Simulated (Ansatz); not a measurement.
# KRb2FeF6 (database structure): how the settings move a single-point run

Question: which choices in the input matter for KRb2FeF6 (database structure)?

Method: reference: DFT r2SCAN, plane waves, PAW, scalar-relativistic, no spin polarisation, in Ansatz 0.2.0.

## (1) The system as given

The structure is cubic, space group Fm-3m (No. 225). Conventional cell: a = 8.847 Å, b = 8.847 Å, c = 8.847 Å, α = 90.00°, β = 90.00°, γ = 90.00°. Fe (site symmetry m-3m) has 6 F at 1.91 Å as nearest neighbours. F (site symmetry 4mm) is surrounded by 1 Fe at 1.91 Å and 1 K at 2.52 Å. Around Rb (site symmetry -43m) lie 12 F at 3.14 Å. K (site symmetry m-3m) is surrounded by 6 F at 2.52 Å.

As a file:

```
CELL_PARAMETERS angstrom
0.00000 4.42333 4.42333
4.42333 0.00000 4.42333
4.42333 4.42333 0.00000
ATOMIC_POSITIONS crystal
Fe 0.00000 0.00000 0.00000
F 0.78430 0.21570 0.21570
F 0.21570 0.78430 0.21570
F 0.21570 0.78430 0.78430
F 0.78430 0.21570 0.78430
F 0.21570 0.21570 0.78430
F 0.78430 0.78430 0.21570
Rb 0.25000 0.25000 0.25000
Rb 0.75000 0.75000 0.75000
K 0.50000 0.50000 0.50000
```

## (2) The reference run

File input.yaml:

```yaml
crystal:
  lattice:
    - [0.0, 4.423329, 4.423329]
    - [4.423329, 0.0, 4.423329]
    - [4.423329, 4.423329, 0.0]
  atoms:
    - { symbol: Fe, position: [0.0, 0.0, 0.0] }
    - { symbol: F, position: [0.7843, 0.2157, 0.2157] }
    - { symbol: F, position: [0.2157, 0.7843, 0.2157] }
    - { symbol: F, position: [0.2157, 0.7843, 0.7843] }
    - { symbol: F, position: [0.7843, 0.2157, 0.7843] }
    - { symbol: F, position: [0.2157, 0.2157, 0.7843] }
    - { symbol: F, position: [0.7843, 0.7843, 0.2157] }
    - { symbol: Rb, position: [0.25, 0.25, 0.25] }
    - { symbol: Rb, position: [0.75, 0.75, 0.75] }
    - { symbol: K, position: [0.5, 0.5, 0.5] }
  symmetry: { tolerance: 0.0003 }
kpoints:
  mp_grid: { grid: [4, 4, 4], shift: [0, 0, 0] }
magnetization:
  spin_polarized: false
scf:
  occupations: { method: fermi_dirac }
hamiltonian:
  pseudopotentials: { kind: paw }
  xc: r2scan
basis:
  ecutwfc: 500
output:
  forces: true
  stress: true
  eigenvalues: true
```

The run is started by

```
ansatz run input.yaml --threads 1 --pin off --max-ram 2560MiB --backend cpu --events-out ev --progress --plain --runs-dir out
```

## (3) Variant: symmetry.detect false, tolerance left out

input.yaml: that of step 2 with these lines changed.

```diff
@@ -16,3 +16,3 @@
     - { symbol: K, position: [0.5, 0.5, 0.5] }
-  symmetry: { tolerance: 0.0003 }
+  symmetry: { detect: false }
 kpoints:
```

## (4) Variant: mp_grid.grid [3, 3, 3], mp_grid.shift [0.5, 0.5, 0.5]

input.yaml: that of step 2 with these lines changed.

```diff
@@ -18,3 +18,3 @@
 kpoints:
-  mp_grid: { grid: [4, 4, 4], shift: [0, 0, 0] }
+  mp_grid: { grid: [3, 3, 3], shift: [0.5, 0.5, 0.5] }
 magnetization:
@@ -32 +32,5 @@
   eigenvalues: true
+  write_density: true
+  write_potential: true
+  elf: true
+  volumetric_format: npy
```

## (5) Changing settings: occupations.method tetrahedron_uncorrected

input.yaml: that of step 2 with these lines changed.

```diff
@@ -22,3 +22,3 @@
 scf:
-  occupations: { method: fermi_dirac }
+  occupations: { method: tetrahedron_uncorrected }
 hamiltonian:
```

## (6) A run with other settings

input.yaml: that of step 2 with these lines changed.

```diff
@@ -23,2 +23,4 @@
   occupations: { method: fermi_dirac }
+  convergence: { dr2_threshold: 1.0e-14 }
+  max_iter: 80
 hamiltonian:
```

(Steps that only read results are left out.)

What does the calculation give? Wanted: for each run, ending; energy change; pressure; gap; force.

As calculated:

| run | ending | energy change | pressure (GPa) | gap (eV) | force (eV/Å) | cycles | time |
| --- | --- | --- | --- | --- | --- | --- | --- |
| reference | converged | 0 | -3.5 | 0.00 | 0.71 | 8 | 6.3 s |
| 1: symmetry.detect false, tolerance left out | converged | 0.0 meV/atom | -3.5 | 0.00 | 0.71 | 9 | 30 s |
| 2: mp_grid.grid [3, 3, 3], mp_grid.shift [0.5, 0.5, 0.5] | converged | 0.0 meV/atom | -3.5 | 0.00 | 0.71 | 9 | 7.4 s |
| 3: occupations.method tetrahedron_uncorrected | converged | +11.0 meV/atom (σ→0) | -3.6 | 0.00 | 0.71 | 10 | 6.8 s |
| 4: dr2_threshold 1.0e-14 | converged | 0.0 meV/atom | -3.5 | 0.00 | 0.71 | 13 | 8.9 s |

Times don't compare one to one where runs were asked for different outputs or read a saved state (see the inputs); cycles may leave out searches for a lower state.

Residual by cycle in the longest SCF loop of each run; runs are numbered as in the table. The quantity is the density residual dr2, in eV.

| cycle | reference | run 1 | run 2 | run 3 | run 4 |
| --- | --- | --- | --- | --- | --- |
| 1 | 0.315 | 0.315 | 0.315 | 0.305 | 0.315 |
| 2 | 0.106 | 0.106 | 0.106 | 0.0504 | 0.106 |
| 3 | 0.0768 | 0.0768 | 0.0767 | 0.0127 | 0.0768 |
| 4 | 0.0255 | 0.0255 | 0.0255 | 0.00148 | 0.0255 |
| 5 | 6.0e-4 | 6.0e-4 | 6.2e-4 | 1.7e-4 | 6.0e-4 |
| 6 | 3.3e-5 | 3.6e-5 | 4.6e-5 | 5.6e-5 | 3.3e-5 |
| 8 | 1.5e-8 | 1.6e-7 | 1.5e-7 | 2.0e-6 | 1.5e-8 |
| 9 | - | 7.3e-9 | 8.7e-9 | 2.4e-7 | 3.3e-10 |
| 10 | - | - | - | 2.5e-8 | 1.4e-11 |
| 11 | - | - | - | - | 7.3e-13 |
| 12 | - | - | - | - | 2.8e-14 |
| 13 | - | - | - | - | 6.7e-16 |

**Reading.** The reference leaves spin out although Fe can carry a moment, so its state need not be the lowest.
